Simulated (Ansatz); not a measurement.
# CH3BrMg: the cost of one run

All numbers are computed with Ansatz 0.2.0, driven from Python. Level of theory: Hartree-Fock/def2-SVP.

### 1 The structure

Bond lengths: C1–Mg2 2.101 Å, Mg2–Br3 2.511 Å, C1–H4 1.062 Å, C1–H5 1.131 Å, C1–H6 1.163 Å. Angles: C1–Mg2–Br3 179.4°, Mg2–C1–H4 111.6°, Mg2–C1–H5 113.2°, Mg2–C1–H6 111.9°, H4–C1–H5 106.3°, H4–C1–H6 107.4°, H5–C1–H6 106.1°.

No structure file is read: the coordinates are typed or built in the script.

### 2 Script

File ch3brmg_relaxed_scan.py:

```python
"""Relaxed scan of one distance in CH3BrMg."""

import ansatz as az
import numpy as np

geometry_ang = [
    ("C", (-0.6093, 0.4894, -0.4473)),
    ("Mg", (0.8047, -0.6875, 0.5677)),
    ("Br", (2.4945, -2.1121, 1.7596)),
    ("H", (-1.4786, -0.0688, -0.693)),
    ("H", (-0.2191, 0.9132, -1.4207)),
    ("H", (-0.9502, 1.4018, 0.1876)),
]
ch3brmg = az.Crystal.molecule()
for symbol, xyz in geometry_ang:
    ch3brmg = ch3brmg.atom(symbol, xyz)

model = (
    ch3brmg.calculation()
    .basis(gaussian="def2-SVP")
    .functional("hf")
)
symbols = [site.symbol for site in ch3brmg.cartesian_sites]
pairs = [(0, 1), (0, 3), (0, 4), (0, 5), (1, 2)]
print("held (A)   E (eV)        ", "  ".join(f"{symbols[i]}{i}-{symbols[j]}{j}" for i, j in pairs))
for length in [0.98, 1.06, 1.15, 1.27, 1.43]:
    report = model.relax(constraints=[az.DistanceConstraint((0, 3), at=length)], force_tolerance=0.02, max_steps=60).run().report
    xyz = np.array(report["positions_ang"])
    print(f"{length:6.2f} {report['free_energy_ev']:14.5f}  ", "  ".join(f"{np.linalg.norm(xyz[i] - xyz[j]):.3f}" for i, j in pairs))
```

### 3 The calls as engine input

The engine receives this input (first run):

```yaml
crystal:
  periodic: [false, false, false]
  atoms:
    - { symbol: C, position_ang: [-0.6093, 0.4894, -0.4473] }
    - { symbol: Mg, position_ang: [0.8047, -0.6875, 0.5677] }
    - { symbol: Br, position_ang: [2.4945, -2.1121, 1.7596] }
    - { symbol: H, position_ang: [-1.4786, -0.0688, -0.693] }
    - { symbol: H, position_ang: [-0.2191, 0.9132, -1.4207] }
    - { symbol: H, position_ang: [-0.9502, 1.4018, 0.1876] }
basis:
  gaussian:
    orbitals: def2-SVP
hamiltonian:
  xc: hf
relax:
  f_tol: 0.02
  max_steps: 60
  constraints:
    - { distance: [0, 3], at: 0.98 }
```

### 4 Launch

Run with:

```
> python ch3brmg_relaxed_scan.py
```

**Question.** How long does this script take on 1 thread of Arm Neoverse V1, shared host, and how much memory does it need?

About 36 s, with a peak of 0.21 GiB.
